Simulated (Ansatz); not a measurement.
**Al9As9 wurtzite hole sphere (Al9As9H24): the relaxed shape and its frontier levels**

What does Al9As9 wurtzite hole sphere (Al9As9H24) look like as a singlet, and where do its frontier electrons sit?

Method: RKS PBE0-D4/def2-TZVP; program: Ansatz 0.2.0, Gaussian basis.

The runs, in order: relaxation at PBE-D4/def2-SVP; a single point at PBE0-D4/def2-TZVP.

1 further run of the same task is left out (set aside as unsound or not needed).

### 1 Starting geometry

42 atoms, charge 0, spin multiplicity 1.

Atoms are counted from 1 here; the program's logs count them from 0.

Bond lengths: Al1–As2 2.547 Å, Al1–As3 2.485 Å, Al1–H19 1.561 Å, Al1–H20 1.561 Å, As2–Al5 2.498 Å, As2–H21 1.506 Å, As2–H22 1.506 Å, As3–Al4 2.498 Å, As3–Al11 2.499 Å, As3–H23 1.535 Å, Al4–As6 2.554 Å, Al4–As7 2.498 Å, Al4–H24 1.573 Å, Al5–As6 2.488 Å, Al5–As12 2.489 Å, Al5–H25 1.559 Å, As6–Al9 2.489 Å, As6–H26 1.528 Å and more. Angles: As2–Al1–As3 88.0°, As2–Al1–H19 107.1°, As2–Al1–H20 107.1°, As3–Al1–H19 114.9°, As3–Al1–H20 115.0°, H19–Al1–H20 119.2°, Al1–As2–Al5 132.6°, Al1–As2–H21 111.7°, Al1–As2–H22 112.4°, Al5–As2–H21 100.4°, Al5–As2–H22 101.1°, H21–As2–H22 90.2°, Al1–As3–Al4 118.2°, Al1–As3–Al11 118.0°, Al1–As3–H23 114.0°, Al4–As3–Al11 106.2°, Al4–As3–H23 98.5°, Al11–As3–H23 98.5° and more.

The start is a GFN2-xTB geometry.

### 2 Optimising with PBE-D4/def2-SVP

in.yaml reads:

```yaml
crystal:
  periodic: [false, false, false]
  atoms:
    - {symbol: Al, position_ang: [0.001840, -4.882970, -1.651840]}
    - {symbol: As, position_ang: [0.006100, -4.567580, 0.875190]}
    - {symbol: As, position_ang: [-0.001880, -2.407970, -1.873810]}
    - {symbol: Al, position_ang: [-1.999240, -1.153920, -1.051770]}
    - {symbol: Al, position_ang: [0.002630, -2.533710, 2.325440]}
    - {symbol: As, position_ang: [-1.809670, -1.046620, 1.493150]}
    - {symbol: As, position_ang: [-2.084150, 1.202980, -1.874590]}
    - {symbol: Al, position_ang: [-4.226890, 2.441810, -1.660210]}
    - {symbol: Al, position_ang: [-2.198450, 1.266980, 2.323380]}
    - {symbol: As, position_ang: [-3.956060, 2.281310, 0.866920]}
    - {symbol: Al, position_ang: [1.997010, -1.153580, -1.052440]}
    - {symbol: As, position_ang: [1.812440, -1.042210, 1.492280]}
    - {symbol: As, position_ang: [2.083990, 1.203810, -1.873980]}
    - {symbol: Al, position_ang: [0.000660, 2.307130, -1.054770]}
    - {symbol: Al, position_ang: [2.193060, 1.272230, 2.322720]}
    - {symbol: As, position_ang: [-0.004100, 2.091400, 1.493990]}
    - {symbol: Al, position_ang: [4.226650, 2.444190, -1.658860]}
    - {symbol: As, position_ang: [3.947660, 2.297100, 0.867430]}
    - {symbol: H, position_ang: [-1.344370, -5.578350, -2.025810]}
    - {symbol: H, position_ang: [1.347990, -5.576970, -2.029790]}
    - {symbol: H, position_ang: [-1.078450, -5.375380, 1.538370]}
    - {symbol: H, position_ang: [1.054850, -5.406850, 1.556490]}
    - {symbol: H, position_ang: [-0.002290, -1.910820, -3.326150]}
    - {symbol: H, position_ang: [-3.347610, -1.929490, -1.282710]}
    - {symbol: H, position_ang: [0.004190, -2.956050, 3.825840]}
    - {symbol: H, position_ang: [-3.122400, -1.807330, 1.671150]}
    - {symbol: H, position_ang: [-1.649130, 0.951440, -3.324530]}
    - {symbol: H, position_ang: [-5.500600, 1.620690, -2.036810]}
    - {symbol: H, position_ang: [-4.153300, 3.954690, -2.037090]}
    - {symbol: H, position_ang: [-2.569330, 1.479640, 3.822130]}
    - {symbol: H, position_ang: [-5.206430, 1.779950, 1.540270]}
    - {symbol: H, position_ang: [-4.126820, 3.620990, 1.534160]}
    - {symbol: H, position_ang: [3.343780, -1.931060, -1.287090]}
    - {symbol: H, position_ang: [3.126370, -1.800960, 1.669320]}
    - {symbol: H, position_ang: [1.650900, 0.953690, -3.324950]}
    - {symbol: H, position_ang: [0.001780, 3.862930, -1.282410]}
    - {symbol: H, position_ang: [2.567950, 1.481740, 3.821780]}
    - {symbol: H, position_ang: [-0.002610, 3.608440, 1.671320]}
    - {symbol: H, position_ang: [5.501010, 1.620290, -2.027450]}
    - {symbol: H, position_ang: [4.156340, 3.953810, -2.047430]}
    - {symbol: H, position_ang: [5.191540, 1.746790, 1.515260]}
    - {symbol: H, position_ang: [4.165060, 3.617820, 1.557890]}
basis:
  gaussian: {orbitals: def2-SVP, fitting: {mean_field: def2-universal-jkfit}}
hamiltonian: {xc: pbe, dispersion: d4}
scf: {lower_state_search: "off"}
output: {orbitals: {seedname: orbitals}}
relax: {f_tol: 0.03, max_steps: 70}
```

Command:

```console
$ ansatz run in.yaml --threads 4 --pin off --events-out ev --progress --plain --max-ram 66560MiB --backend cuda --devices 0, --max-vram 37GiB
```

After this run come: Single point, PBE0-D4/def2-TZVP.

Before running them: what should the planned runs give, taken together? Wanted: point group; commonest bond, hydrogen aside; HOMO, LUMO at PBE0-D4/def2-TZVP; dipole at PBE-D4/def2-SVP.

**Answer**, as computed:

| quantity | value |
| --- | --- |
| point group | C3v |
| commonest bond, hydrogen aside | Al–As, 24 of mean length 2.505 Å |
| HOMO, LUMO at PBE0-D4/def2-TZVP | -7.15, -1.72 eV |
| dipole at PBE-D4/def2-SVP | 3.44 D |

In words: The molecule keeps its bonding pattern by the stored test; the atoms moved 0.27 Å (rms), and the angle Al9–As16–Al15 went from 124° to 109°. No usable vibrations, so a minimum isn't proven. The HOMO lies nearest to As7, As13 about 17 % each; As3 8 % and the LUMO to As6, As12, As16 about 11 % each; H26, H34, H38 about 7 % each. Whether this spin is the lowest isn't tested here.
